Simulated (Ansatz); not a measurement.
# C5H14BrNSn: one species, many methods

The task here is to estimate one member of a computed series from the others.

Program: Ansatz 0.2.0, Gaussian basis. Level of theory: functionals in def2-TZVPP, the program's frozen cores in correlated methods. These are calculated values, not measurements.

Levels to be run: LDA (SPW92), PBE-D4, revPBE-D4, BLYP-D4, r2SCAN-D4, B97M-V, PBE0-D4, B3LYP-D4, r2SCANh-D4, r2SCAN0-D4, HSE06-D4, BHLYP-D4, CAM-B3LYP-D4, LC-ωPBE, ωB97X-V, ωB97M-V, B2PLYP, PBE-QIDH; CCSD(T)/def2-SVP; CCSD(T)/def2-TZVPP; MP2/def2-QZVPP; extrapolation to the limit; RPA on PBE.

### The relaxed structure

All runs share one geometry, relaxed beforehand with PBE0-D4 in a triple-zeta def2 set. Sn takes the def2 core potential; no spin-orbit term is included.

SMILES `C[CH2][Sn]([CH3])([Br])[N](C)C`, 22 atoms, charge 0, spin multiplicity 1.

Atoms are counted from 1 here; the program's logs count them from 0.

Bond lengths: C1–C2 1.521 Å, C1–H9 1.094 Å, C1–H10 1.092 Å, C1–H11 1.092 Å, C2–Sn3 2.140 Å, C2–H12 1.094 Å, C2–H13 1.093 Å, Sn3–C4 2.137 Å, Sn3–Br5 2.505 Å, Sn3–N6 2.020 Å, C4–H14 1.091 Å, C4–H15 1.090 Å, C4–H16 1.090 Å, N6–C7 1.440 Å, N6–C8 1.440 Å, C7–H17 1.099 Å, C7–H18 1.093 Å, C7–H19 1.103 Å and more. Angles: C2–C1–H9 111.0°, C2–C1–H10 111.3°, C2–C1–H11 111.8°, H9–C1–H10 107.7°, H9–C1–H11 107.7°, H10–C1–H11 107.2°, C1–C2–Sn3 112.4°, C1–C2–H12 111.7°, C1–C2–H13 111.5°, Sn3–C2–H12 107.4°, Sn3–C2–H13 106.6°, H12–C2–H13 106.9°, C2–Sn3–C4 118.8°, C2–Sn3–Br5 107.4°, C2–Sn3–N6 107.8°, C4–Sn3–Br5 104.3°, C4–Sn3–N6 113.9°, Br5–Sn3–N6 103.3° and more.

The first run:

File in.yaml:

```yaml
crystal:
  periodic: [false, false, false]
  atoms:
    - {symbol: C, position_ang: [-1.413895, -0.864551, -2.317229]}
    - {symbol: C, position_ang: [-0.239899, 0.087919, -2.148653]}
    - {symbol: Sn, position_ang: [0.835006, -0.256522, -0.330314]}
    - {symbol: C, position_ang: [2.664550, 0.798213, -0.000202]}
    - {symbol: Br, position_ang: [1.500362, -2.671151, -0.297106]}
    - {symbol: N, position_ang: [-0.478241, -0.115036, 1.197611]}
    - {symbol: C, position_ang: [-0.065251, -0.488677, 2.525745]}
    - {symbol: C, position_ang: [-1.462937, 0.935079, 1.184050]}
    - {symbol: H, position_ang: [-1.941349, -0.674790, -3.256524]}
    - {symbol: H, position_ang: [-1.082199, -1.905043, -2.326858]}
    - {symbol: H, position_ang: [-2.136760, -0.763927, -1.504463]}
    - {symbol: H, position_ang: [-0.563510, 1.132679, -2.145450]}
    - {symbol: H, position_ang: [0.480888, -0.018323, -2.962816]}
    - {symbol: H, position_ang: [2.481253, 1.873418, 0.000190]}
    - {symbol: H, position_ang: [3.074018, 0.499561, 0.964453]}
    - {symbol: H, position_ang: [3.377701, 0.548890, -0.785487]}
    - {symbol: H, position_ang: [-0.932384, -0.819826, 3.113644]}
    - {symbol: H, position_ang: [0.636658, -1.325664, 2.489678]}
    - {symbol: H, position_ang: [0.410166, 0.334291, 3.086279]}
    - {symbol: H, position_ang: [-1.117050, 1.872556, 1.652620]}
    - {symbol: H, position_ang: [-1.771984, 1.170690, 0.161534]}
    - {symbol: H, position_ang: [-2.364741, 0.620310, 1.727897]}
basis:
  gaussian: {orbitals: def2-TZVPP}
hamiltonian: {xc: lda}
output: {orbitals: {seedname: orbitals}}
```

Among the steps run: LDA; PBE-D4 (GGA); revPBE-D4 (GGA); BLYP-D4 (GGA); r2SCAN-D4 (meta-GGA); B97M-V (meta-GGA); PBE0-D4 (hybrid); B3LYP-D4 (hybrid); r2SCANh-D4 (hybrid); r2SCAN0-D4 (hybrid); HSE06-D4 (hybrid); BHLYP-D4 (hybrid); CAM-B3LYP-D4 (range-separated); LC-ωPBE (range-separated); ωB97X-V (range-separated); ωB97M-V (range-separated); B2PLYP (double hybrid); PBE-QIDH (double hybrid).

One of the session's tables, all rows but one given; the rest of the session is left out.

It belongs to the step «Orbital energies across the functionals». 

```
  functional  HOMO (eV)  gap (eV)
 LDA (SPW92)      -4.86      3.44
      PBE-D4      -4.74      3.59
   revPBE-D4      -4.68      3.64
     BLYP-D4      -4.63      3.54
   r2SCAN-D4      -4.97      4.12
      B97M-V      -5.12      4.25
     PBE0-D4      -6.03      5.83
    B3LYP-D4      -5.83      5.32
  r2SCANh-D4      -5.46      4.94
  r2SCAN0-D4      -6.20      6.18
    HSE06-D4      -5.63      5.06
    BHLYP-D4      -7.28      7.99
CAM-B3LYP-D4      -7.41      8.17
     LC-ωPBE      -8.73     10.75
     ωB97X-V          ?         ?
     ωB97M-V      -8.34      9.88
```

**Question.** Estimate the row for ωB97X-V.

As computed: HOMO (eV): -8.41; gap (eV): 10.25. In the column «HOMO (eV)» it lies between LC-ωPBE (-8.73) and ωB97M-V (-8.34).
